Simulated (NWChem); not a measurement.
# One shape, several levels: Si2H4ClF (SMILES F[SiH]([SiH3])Cl)

We compute a comparison of 5 runs (B3LYP/def2-SVP, B3LYP/6-31G*, SVWN5/def2-SVP, MP2/def2-SVP, CCSD(T)/def2-SVP) of Si2H4ClF. 

The calculation is run with NWChem 7.3.0.

## (1) The system as given

Si2H4ClF: 8 atoms, total charge 0, spin state singlet. As SMILES, `F[SiH]([SiH3])Cl`. The shape is that of a PBE0-D4/def2-TZVP optimisation.

Bond lengths: F1–Si2 1.597 Å, Si2–Si3 2.339 Å, Si2–Cl4 2.049 Å, Si2–H5 1.481 Å, Si3–H6 1.487 Å, Si3–H7 1.486 Å, Si3–H8 1.485 Å. Some angles: F1–Si2–Si3 109.8°, F1–Si2–Cl4 107.9°, Si3–Si2–Cl4 109.0°, F1–Si2–H5 107.2°, Si3–Si2–H5 115.4°, Cl4–Si2–H5 107.3°, Si2–Si3–H6 110.0°, Si2–Si3–H7 108.3°, Si2–Si3–H8 109.2°, H6–Si3–H7 109.5°.

## (2) Energy and gradient at B3LYP/def2-SVP (run 1)

Contents of run.py:

```python
from ase import Atoms
from ase.calculators.nwchem import NWChem

system = Atoms('FSiSiClHHHH', positions=[
    [-1.329000, 1.796800, 0.161200],
    [-0.382900, 0.812800, -0.667700],
    [0.539000, -0.793000, 0.761300],
    [-1.534100, -0.130100, -2.075900],
    [0.596600, 1.655400, -1.392300],
    [1.355700, -0.131100, 1.812300],
    [1.403500, -1.693800, -0.044400],
    [-0.556600, -1.574100, 1.389600],
])

calc = NWChem(
    label='clfh4si2',
    theory='dft',
    memory='2200 mb',
    basis='def2-SVP',
    basispar='spherical bse',
    dft={'xc': 'b3lyp', 'mult': '1', 'grid': 'xfine', 'convergence': 'energy 1e-08', 'iterations': '100', 'mulliken': None, 'print': 'low'},
)
system.calc = calc

forces = system.get_forces()
e = system.get_potential_energy()
print(f"E = {e:.6f} eV")
print("forces (eV/A):")
for s, f in zip(system.symbols, forces):
    print(f"{s:2s} {f[0]:10.5f} {f[1]:10.5f} {f[2]:10.5f}")
```

On the command line:

```
export ASE_NWCHEM_COMMAND="nwchem PREFIX.nwi > PREFIX.nwo"
python run.py
```

What it wrote:

```text
E = -31052.973669 eV
forces (eV/A):
F    -0.66422    0.69091    0.62956
Si    0.81699   -0.37893   -0.33193
Si    0.00010    0.02941   -0.00468
Cl   -0.31198   -0.28148   -0.36649
H     0.10146    0.04854   -0.01481
H     0.05950    0.02725    0.08279
H     0.06402   -0.07631   -0.04232
H    -0.06582   -0.05939    0.04787
```

The calculator wrote clfh4si2.nwi:

```
title "clfh4si2"

permanent_dir clfh4si2

scratch_dir clfh4si2

start clfh4si2

geometry units angstrom nocenter noautosym noautoz
  F  -1.3290000000000000e+00 1.7968000000000000e+00 1.6120000000000001e-01
  Si -3.8290000000000002e-01 8.1279999999999997e-01 -6.6769999999999996e-01
  Si 5.3900000000000003e-01 -7.9300000000000004e-01 7.6129999999999998e-01
  Cl -1.5341000000000000e+00 -1.3009999999999999e-01 -2.0758999999999999e+00
  H  5.9660000000000002e-01 1.6554000000000000e+00 -1.3923000000000001e+00
  H  1.3556999999999999e+00 -1.3109999999999999e-01 1.8123000000000000e+00
  H  1.4035000000000000e+00 -1.6938000000000000e+00 -4.4400000000000002e-02
  H  -5.5659999999999998e-01 -1.5741000000000001e+00 1.3895999999999999e+00
end

memory 2200 mb

basis spherical bse noprint
   * library def2-SVP
end

dft
  xc b3lyp
  mult 1
  grid xfine
  convergence energy 1e-08
  iterations 100
  mulliken
  print low
end

task dft gradient
```

clfh4si2.nwo:

```text
Northwest Computational Chemistry Package (NWChem) 7.3.0
             --------------------------------------------------------

           Job information
           ---------------

    nwchem branch   = 7.3.0
    use scalapack   = T
    input           = clfh4si2.nwi
    prefix          = clfh4si2.
    data base       = clfh4si2/clfh4si2.db
    status          = startup
    nproc           =        1

           Memory information
           ------------------

    heap     =     72089594 doubles =      550.0 Mbytes
    stack    =     72089599 doubles =      550.0 Mbytes
    global   =    144179200 doubles =     1100.0 Mbytes (distinct from heap & stack)
    total    =    288358393 doubles =     2200.0 Mbytes
    verify   = yes
    hardfail = no

           Directory information
           ---------------------

  0 permanent = clfh4si2
  0 scratch   = clfh4si2

                                NWChem Input Module
                                -------------------

                                     clfh4si2
                                     --------

[... 26 lines left out ...]
            Nuclear Dipole moment (a.u.)
[... 77 lines left out ...]
   convergence    iter        energy       DeltaE   RMS-Dens  Diis-err    time
[... 11 lines left out ...]
         Total DFT energy =    -1141.175743150168
      One electron energy =    -2129.625150757429
           Coulomb energy =      794.418066222696
    Exchange-Corr. energy =      -82.173672117390
 Nuclear repulsion energy =      276.205013501955
[... 17 lines left out ...]
     -------------------------------------------
      Total Density - Lowdin Population Analysis
     -------------------------------------------

    Atom       Charge   Shell Charges
 -----------   ------   -------------------------------------------------------
    1 F    9     9.19   1.98  1.01  0.76  3.23  2.21  0.01
    2 Si  14    13.66   2.00  1.93  0.70  0.36  5.81  1.23  1.05  0.58
    3 Si  14    13.75   2.00  1.94  0.70  0.36  5.82  1.35  1.38  0.20
[... 4 lines of this table left out ...]
    8 H    1     1.08   0.64  0.41  0.03

                         DFT ENERGY GRADIENTS

    atom               coordinates                        gradient
                 x          y          z           x          y          z
   1 F      -2.511446   3.395460   0.304624    0.012917  -0.013436  -0.012243
   2 Si     -0.723576   1.535969  -1.261770   -0.015888   0.007369   0.006455
   3 Si      1.018562  -1.498553   1.438648   -0.000002  -0.000572   0.000091
[... 4 lines of this table left out ...]
   8 H      -1.051821  -2.974618   2.625963    0.001280   0.001155  -0.000931

 Task  times  cpu:       25.7s     wall:       25.7s
 Total times  cpu:       25.8s     wall:       25.8s
```

Run time: 27 s. Hardware: 1 thread of Intel Xeon Platinum 8488C (Sapphire Rapids), shared host; peak memory 0.14 GiB.

## (3) Energy and forces at B3LYP/6-31G(d) (spherical functions) (run 2)

Contents of input.nw:

```
start input
title "ClFH4Si2"
memory 2200 mb

geometry units angstroms noautosym nocenter noautoz
   F       -1.329000       1.796800       0.161200
   Si      -0.382900       0.812800      -0.667700
   Si       0.539000      -0.793000       0.761300
   Cl      -1.534100      -0.130100      -2.075900
   H        0.596600       1.655400      -1.392300
   H        1.355700      -0.131100       1.812300
   H        1.403500      -1.693800      -0.044400
   H       -0.556600      -1.574100       1.389600
end

basis spherical bse
   F library 6-31G*
   Si library 6-31G*
   Cl library 6-31G*
   H library 6-31G*
end

dft
   xc b3lyp
   grid xfine
   convergence energy 1e-08
   iterations 100
   mulliken
end

task dft gradient
```

On the command line:

```
nwchem input.nw > input.out
```

What it wrote:

```text
[...]
          Wavefunction type:  closed shell.
          No. of atoms     :     8
          No. of electrons :    58
[...]
          Charge           :     0
          Spin multiplicity:     1
[...]
          AO basis - number of functions:    76
[...]
              XC Information
              --------------
                         B3LYP Method XC Potential
                     Hartree-Fock (Exact) Exchange  0.200
                        Slater Exchange Functional  0.800 local
                    Becke 1988 Exchange Functional  0.720 non-local
              Lee-Yang-Parr Correlation Functional  0.810
                  VWN I RPA Correlation Functional  0.190 local
[...]
 d= 0,ls=0.0,diis     1  -1141.4529603183 -1.42D+03  1.79D-02  5.80D-01     3.2
[...]
 d= 0,ls=0.0,diis     8  -1141.5248470180 -6.62D-09  4.26D-06  1.00D-07    21.9
         Total DFT energy =    -1141.524847018024
      One electron energy =    -2130.275044624646
           Coulomb energy =      794.763703748967
    Exchange-Corr. energy =      -82.218519644301
 Nuclear repulsion energy =      276.205013501955
[...]
      Total Density - Mulliken Population Analysis
     ---------------------------------------------
    Atom       Charge   Shell Charges
 -----------   ------   -------------------------------------------------------
    1 F    9     9.37   2.00  0.93  3.32  1.03  2.09  0.01
    2 Si  14    13.29   2.00  2.00  5.96  1.00  1.68  0.15  0.23  0.28
    3 Si  14    13.89   2.00  2.00  5.96  1.03  2.02  0.31  0.45  0.12
    4 Cl  17    17.25   2.00  2.00  5.97  1.41  3.65  0.55  1.66  0.02
    5 H    1     1.07   0.51  0.56
    6 H    1     1.05   0.51  0.54
    7 H    1     1.05   0.51  0.54
    8 H    1     1.04   0.51  0.53
[...]
  wavefunction    = closed shell
                         DFT ENERGY GRADIENTS
    atom               coordinates                        gradient
                 x          y          z           x          y          z
   1 F      -2.511446   3.395460   0.304624    0.008080  -0.008728  -0.007133
   2 Si     -0.723576   1.535969  -1.261770   -0.011425   0.003239  -0.000636
   3 Si      1.018562  -1.498553   1.438648   -0.000220  -0.000311   0.000458
   4 Cl     -2.899029  -0.245853  -3.922882    0.005541   0.004503   0.007741
   5 H       1.127411   3.128252  -2.631065   -0.000985  -0.000098   0.000901
   6 H       2.561902  -0.247743   3.424750   -0.000361   0.000233  -0.000561
   7 H       2.652230  -3.200818  -0.083904   -0.000450   0.000639  -0.000282
   8 H      -1.051821  -2.974618   2.625963   -0.000181   0.000523  -0.000487
[...]
```

Run time: 30 s. Hardware: 1 thread of Intel Xeon Platinum 8488C (Sapphire Rapids), shared host; peak memory 0.14 GiB.

## (4) Energy and gradient at SVWN5/def2-SVP (run 3)

Contents of nw.nw:

```
start nw
memory total 2200 mb

geometry units angstroms noautosym nocenter noautoz
   F    -1.329000    1.796800    0.161200
   Si   -0.382900    0.812800   -0.667700
   Si    0.539000   -0.793000    0.761300
   Cl   -1.534100   -0.130100   -2.075900
   H     0.596600    1.655400   -1.392300
   H     1.355700   -0.131100    1.812300
   H     1.403500   -1.693800   -0.044400
   H    -0.556600   -1.574100    1.389600
end

basis spherical bse
   F library def2-SVP
   Si library def2-SVP
   Cl library def2-SVP
   H library def2-SVP
end

dft
   xc slater vwn_5
   grid xfine
   convergence energy 1e-08
   iterations 100
   mulliken
   noprint "final vectors analysis"
end

task dft gradient
```

On the command line:

```
nwchem nw.nw > nw.out
```

What it wrote:

```text
[...]
          Wavefunction type:  closed shell.
          No. of atoms     :     8
          No. of electrons :    58
[...]
          Charge           :     0
          Spin multiplicity:     1
[...]
          AO basis - number of functions:    88
[...]
              XC Information
              --------------
                        Slater Exchange Functional  1.000 local
                      VWN V Correlation Functional  1.000 local
[...]
 d= 0,ls=0.0,diis     1  -1136.5613209208 -1.41D+03  2.21D-02  1.09D+00     1.6
[...]
 d= 0,ls=0.0,diis    11  -1136.6554289724 -1.32D-09  1.61D-07  1.32D-10    12.6
         Total DFT energy =    -1136.655428972413
      One electron energy =    -2129.384576797881
           Coulomb energy =      794.055183767547
    Exchange-Corr. energy =      -77.531049444035
 Nuclear repulsion energy =      276.205013501955
[...]
      Total Density - Mulliken Population Analysis
     ---------------------------------------------
    Atom       Charge   Shell Charges
 -----------   ------   -------------------------------------------------------
    1 F    9     9.25   1.99  1.11  0.80  3.35  2.00  0.01
    2 Si  14    13.52   2.00  1.98  1.11  0.11  5.92  1.26  0.79  0.37
    3 Si  14    14.02   2.00  1.98  1.11  0.25  5.92  1.41  1.26  0.11
    4 Cl  17    17.19   2.00  1.98  1.28  0.67  5.92  2.17  3.14  0.02
    5 H    1     1.04   0.71  0.32  0.01
    6 H    1     1.00   0.69  0.30  0.01
    7 H    1     1.00   0.69  0.30  0.01
    8 H    1     0.99   0.69  0.29  0.01
[...]
  wavefunction    = closed shell
                         DFT ENERGY GRADIENTS
    atom               coordinates                        gradient
                 x          y          z           x          y          z
   1 F      -2.511446   3.395460   0.304624    0.010138  -0.009962  -0.009437
   2 Si     -0.723576   1.535969  -1.261770   -0.008045   0.013464   0.003171
   3 Si      1.018562  -1.498553   1.438648    0.004073  -0.006785   0.005827
   4 Cl     -2.899029  -0.245853  -3.922882    0.001637   0.002232   0.001312
   5 H       1.127411   3.128252  -2.631065   -0.005229  -0.003901   0.003070
   6 H       2.561902  -0.247743   3.424750   -0.003663  -0.002757  -0.004783
   7 H       2.652230  -3.200818  -0.083904   -0.003854   0.004162   0.003600
   8 H      -1.051821  -2.974618   2.625963    0.004943   0.003547  -0.002760
[...]
```

It took 17 s on 1 thread of Intel Xeon Platinum 8488C (Sapphire Rapids), shared host; peak memory 0.14 GiB.

Run 4 isn't shown in full; the table further down has it.

## (5) The energy at CCSD(T)/def2-SVP (run 5)

Contents of input.nw:

```
start input
memory total 2200 mb

geometry noautosym nocenter noautoz
   F     -1.329000     1.796800     0.161200
   Si    -0.382900     0.812800    -0.667700
   Si     0.539000    -0.793000     0.761300
   Cl    -1.534100    -0.130100    -2.075900
   H      0.596600     1.655400    -1.392300
   H      1.355700    -0.131100     1.812300
   H      1.403500    -1.693800    -0.044400
   H     -0.556600    -1.574100     1.389600
end

basis spherical bse
   * library def2-SVP
end

scf
   thresh 1e-08
   maxiter 80
   print low
end

ccsd
   freeze core 16
   maxiter 60
end

task ccsd(t) energy
```

On the command line:

```
nwchem input.nw > input.out
```

What it wrote:

```text
[...]
  functions       =    88
[...]
  wavefunction    = RHF
[...]
         Total SCF energy =  -1138.825925931116
      One-electron energy =  -2129.001282850914
      Two-electron energy =    713.970343417843
 Nuclear repulsion energy =    276.205013501955
        Time for solution =      7.6s
[...]
 Total MP2 energy:          -1139.338257672325881
[...]
             energy      energy      error      ampl     ampl      Block
                                                time     time      time
[...]
 Total CCSD energy:          -1139.387312016373471
[...]
 Total CCSD+T(CCSD) energy:          -1139.399418398710850
[...]
 Total CCSD(T) energy:               -1139.398579514204130
[...]
```

Run time: 95 s. Hardware: 1 thread of Intel Xeon Platinum 8488C (Sapphire Rapids), shared host; peak memory 0.24 GiB.

## (6) Overview of the runs

```csv
run,level,integration grid,iteration cap,energy (Eh),largest force (eV/Å),wall time
1,B3LYP/def2-SVP,xfine,100,-1141.175743,1.147,27 s
2,B3LYP/6-31G* (spherical functions),xfine,100,-1141.524847,0.713,30 s
3,SVWN5/def2-SVP,xfine,100,-1136.655429,0.877,17 s
4,MP2/def2-SVP,–,80,-1139.338258,1.209,22 s
5,CCSD(T)/def2-SVP,–,80,-1139.398580,–,95 s
```

## (7) What came out

```
                                           quantity           value
                                run 5: total energy  -1139.39858 Eh
run 5: correlation energy (16 core orbitals frozen)      -572.7 mEh
                              run 5: (T) correction      -11.27 mEh
```

In words: Over runs 2, 3, 4 the dipole moment (its size) runs from 1.42 D (SVWN5/def2-SVP) to 1.82 D (B3LYP/6-31G*). The two ends differ in method and basis. Totals of different functionals can't be ranked against each other. All runs together took 3.2 min, the longest 95 s.
